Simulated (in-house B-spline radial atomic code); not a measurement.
# Tm⁴²⁺: Hartree-Fock with and without relativity

Wanted: relativistic shifts in Tm⁴²⁺, shell by shell.

Method: Hartree-Fock averaged over the configuration, non-relativistic (point nucleus) and Dirac-Coulomb (finite nucleus); spherical all-electron atom at the radial basis limit. Code: in-house B-spline radial atomic code version 1.

### 1 Starting point

| Item | Value |
| --- | --- |
| element | thulium (Z = 69) |
| charge | +42 |
| electrons | 27 |
| configuration | [Ar] 3d9 |
| nucleus | point (non-relativistic run); Fermi, rms radius 5.226 fm (Dirac runs) |

The outer shells:

[Ar] 3d9
```
[Ar] core
3d [↑↓][↑↓][↑↓][↑↓][↑ ]
```

The boxes draw the filling by Hund's rule, which heavy ions in jj coupling don't follow; these runs average over all states of the configuration.

### 2 Non-relativistic run

Settings, as recorded:

```ini
Z = 69
electrons = 27.0
configuration = [Ar] 3d9
hamiltonian = nr
method = hf
spin_polarised = False
```

### 3 Dirac-Coulomb run

Settings, as recorded:

```ini
Z = 69
electrons = 27.0
configuration = [Ar] 3d9
hamiltonian = dirac
method = hf
spin_polarised = False
nucleus = fermi
rms_radius = 5.2256
mass_number = 169
atomic_mass = 168.934218956
speed_of_light = 137.035999084
```

### 4 Dirac-Coulomb run in the lowest jj configuration, 1s2 2s2 2p6 3s2 3p6 3d-4 3d+5

In configurations, a minus sign after the shell means j = l − 1/2 and a plus sign j = l + 1/2; the count of electrons follows.

Changes to the settings of step 3:

```diff
@@ -2,3 +2,3 @@
 electrons = 27.0
-configuration = [Ar] 3d9
+configuration = 1s2 2s2 2p6 3s2 3p6 3d-4 3d+5
 hamiltonian = dirac
```

How much does each shell's level and mean radius change with the Dirac Hamiltonian, and the total energy?

**Answer**, as computed:

Levels and radii; the Dirac values are averaged over j with the occupations as weights.

| shell | ε non-rel. (eV) | ε Dirac (eV) | <r> non-rel. (bohr) | <r> Dirac (bohr) | change of <r> (%) |
| --- | --- | --- | --- | --- | --- |
| 1s | -57639.0 | -61833.3 | 0.02196 | 0.02001 | -8.92 |
| 2s | -11118.6 | -12238.7 | 0.09278 | 0.08399 | -9.47 |
| 2p | -10706.2 | -11089.6 | 0.07865 | 0.07478 | -4.92 |
| 3s | -3945.35 | -4242.93 | 0.2311 | 0.2148 | -7.08 |
| 3p | -3760.71 | -3882.27 | 0.2208 | 0.2126 | -3.72 |
| 3d | -3437.28 | -3440.49 | 0.1935 | 0.1919 | -0.84 |

Relativity and the finite nucleus together change the total energy by -620.18 hartree (-5.3 %). The first-order mass-velocity and Darwin terms of the non-relativistic run add up to -536.02 hartree, 86 % of it. Averaged over j, the 2s shell contracts most (-9.47 %). Spin-orbit coupling splits the 3d level by 49.353 eV and the 2p level by 988.52 eV. The lowest jj configuration lies 19.291 eV below the average over the whole configuration. Breit terms add 12.5 hartree and QED terms 8.87 hartree.
